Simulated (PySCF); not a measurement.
# H6HoN (Ho(H)3(NH3)): the cost of one run

Method: several levels, as the steps say, no spin–orbit coupling; program: PySCF 2.14.0.

1 further run of the same task is left out (for a known fault of the program).

**1. Starting geometry**

8 atoms, charge 0, spin multiplicity 1.

Bond lengths: Ho1–H2 2.024 Å, Ho1–H3 2.024 Å, Ho1–H4 2.024 Å, Ho1–N5 2.468 Å, N5–H6 1.023 Å, N5–H7 1.023 Å, N5–H8 1.023 Å. Angles: H2–Ho1–H3 118.8°, H2–Ho1–H4 118.8°, H2–Ho1–N5 96.3°, H3–Ho1–H4 118.8°, H3–Ho1–N5 96.3°, H4–Ho1–N5 96.3°, Ho1–N5–H6 112.2°, Ho1–N5–H7 112.2°, Ho1–N5–H8 112.2°, H6–N5–H7 106.6°, H6–N5–H8 106.6°, H7–N5–H8 106.6°.

As a file:

```
Ho    0.2278   -0.2278    0.2278
H     1.1781    1.2853    1.1781
H    -1.2853   -1.1781    1.1781
H     1.1781   -1.1781   -1.2853
N    -1.1971    1.1971   -1.1971
H    -1.8068    1.8068   -0.6474
H    -0.6474    1.8068   -1.8068
H    -1.8068    0.6474   -1.8068
```

Formal oxidation states: Ho +3. Each metal's 10 4f electrons lie in its core potential, so multiplicities, spins and levels count the valence alone. An earlier session relaxed this geometry at PBE0, Ho lcecp-1-SVP with ECP56, H def2-SVP, N def2-SVP (singlet, point group C3v).

At PBE0 on the finer grid: E = -95.853214 Eh, HOMO -6.26 eV, LUMO -0.33 eV, Mulliken charge on Ho1 +0.53 e, largest force component 0.001 eV/Å. 

Levels to run: wB97X; HF; PBE0, TZVP. Hardware: 2 threads of Arm Neoverse V1, shared host.

**2. wB97X**

The input, run.py (the lines that set the calculation):

```python
mol = gto.M(atom='''
Ho     0.22777    -0.22777     0.22777
H      1.17809     1.28531     1.17809
H     -1.28531    -1.17809     1.17809
H      1.17809    -1.17809    -1.28531
N     -1.19707     1.19707    -1.19707
H     -1.80684     1.80684    -0.64744
H     -0.64744     1.80684    -1.80684
H     -1.80684     0.64744    -1.80684''',
    basis={'Ho': 'lcecp-1-SVP', 'H': 'def2-SVP', 'N': 'def2-SVP'},
    ecp={'Ho': 'lcecp-1-SVP'},
    charge=0, spin=0)
mf = dft.RKS(mol, xc='WB97X')
mf.grids.atom_grid = (75, 302)  # f atoms: unpruned, at least (60, 302)
mf = mf.density_fit()  # fitting sets: Ho AutoAux, H def2-universal-JKFIT, N def2-universal-JKFIT
mf.conv_tol = 1e-08; mf.max_cycle = 55
mf.kernel(dm0)  # dm0: the density of the relaxed state
```

Launch:

```sh
$ OMP_NUM_THREADS=2 python run.py
```

**Question.** How long does this run take on 2 threads of Arm Neoverse V1, shared host?

About 4.3 s.
